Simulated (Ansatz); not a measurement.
# CH8BFGaGeNSe: the cost of one run

Computed with Ansatz 0.2.0, Gaussian basis. Level: r2SCAN/6-31G*.

### 1 The relaxed structure

An earlier PBE0-D4 in a triple-zeta def2 set relaxation fixed the geometry.

SMILES `[NH2][GeH2][B](CF)[GaH][SeH]`, 15 atoms, charge 0, spin multiplicity 1.

Atoms are counted from 1 here; the program's logs count them from 0.

Bond lengths: N1–Ge2 1.855 Å, N1–H8 1.012 Å, N1–H9 1.012 Å, Ge2–B3 2.062 Å, Ge2–H10 1.542 Å, Ge2–H11 1.552 Å, B3–C4 1.545 Å, B3–Ga6 2.070 Å, C4–F5 1.397 Å, C4–H12 1.101 Å, C4–H13 1.101 Å, Ga6–Se7 2.337 Å, Ga6–H14 1.563 Å, Se7–H15 1.469 Å. Angles: Ge2–N1–H8 113.7°, Ge2–N1–H9 113.2°, H8–N1–H9 107.5°, N1–Ge2–B3 110.2°, N1–Ge2–H10 105.5°, N1–Ge2–H11 113.4°, B3–Ge2–H10 109.9°, B3–Ge2–H11 110.6°, H10–Ge2–H11 107.1°, Ge2–B3–C4 117.5°, Ge2–B3–Ga6 123.5°, C4–B3–Ga6 118.9°, B3–C4–F5 115.3°, B3–C4–H12 110.4°, B3–C4–H13 110.0°, F5–C4–H12 107.6°, F5–C4–H13 108.1°, H12–C4–H13 105.0° and more.

As a file:

```
atom     x (Å)     y (Å)     z (Å)
  N1  -2.61752   0.65616   0.32343
 Ge2  -0.86087   1.18549   0.59523
  B3   0.42461  -0.37144   0.17847
  C4  -0.19872  -1.70140  -0.29987
  F5   0.71463  -2.71419  -0.60059
 Ga6   2.48641  -0.19803   0.23722
 Se7   3.47492   0.79824  -1.63180
  H8  -2.96126   0.01312   1.02456
  H9  -3.26509   1.43213   0.27957
 H10  -0.62163   2.34209  -0.39544
 H11  -0.59768   1.74312   2.01977
 H12  -0.89313  -2.09374   0.45921
 H13  -0.82061  -1.52717  -1.19100
 H14   3.53384  -0.57198   1.33558
 H15   2.20210   1.00758  -2.33434
```

### 2 Dynamics

Input file in.yaml:

```yaml
crystal:
  periodic: [false, false, false]
  atoms:
    - {symbol: N, position_ang: [-2.617523, 0.656159, 0.323428]}
    - {symbol: Ge, position_ang: [-0.860873, 1.185494, 0.595235]}
    - {symbol: B, position_ang: [0.424605, -0.371442, 0.178472]}
    - {symbol: C, position_ang: [-0.198716, -1.701396, -0.299874]}
    - {symbol: F, position_ang: [0.714629, -2.714190, -0.600585]}
    - {symbol: Ga, position_ang: [2.486410, -0.198032, 0.237216]}
    - {symbol: Se, position_ang: [3.474922, 0.798241, -1.631802]}
    - {symbol: H, position_ang: [-2.961260, 0.013122, 1.024562]}
    - {symbol: H, position_ang: [-3.265086, 1.432134, 0.279573]}
    - {symbol: H, position_ang: [-0.621633, 2.342093, -0.395443]}
    - {symbol: H, position_ang: [-0.597681, 1.743124, 2.019766]}
    - {symbol: H, position_ang: [-0.893132, -2.093736, 0.459207]}
    - {symbol: H, position_ang: [-0.820611, -1.527174, -1.190999]}
    - {symbol: H, position_ang: [3.533841, -0.571978, 1.335581]}
    - {symbol: H, position_ang: [2.202100, 1.007581, -2.334338]}
basis:
  gaussian: {orbitals: "6-31G*"}
magnetization: {spin_polarized: true, initial_magnetization: 0}
hamiltonian: {xc: {name: r2SCAN}}
md: {timestep: 1 fs, n_steps: 20, ensemble: nvt_langevin, temperature: 700, initial_velocities: maxwell_boltzmann, friction: 0.01, seed: 791}
```

On the command line:

```console
$ ansatz run in.yaml --threads 4 --pin off --events-out ev --progress --plain --max-ram 63488MiB --backend cpu
```

Q: Estimate wall time and peak memory on 4 threads of AMD EPYC 7R13, shared host.

About 3.9 min, with a peak of 0.71 GiB.
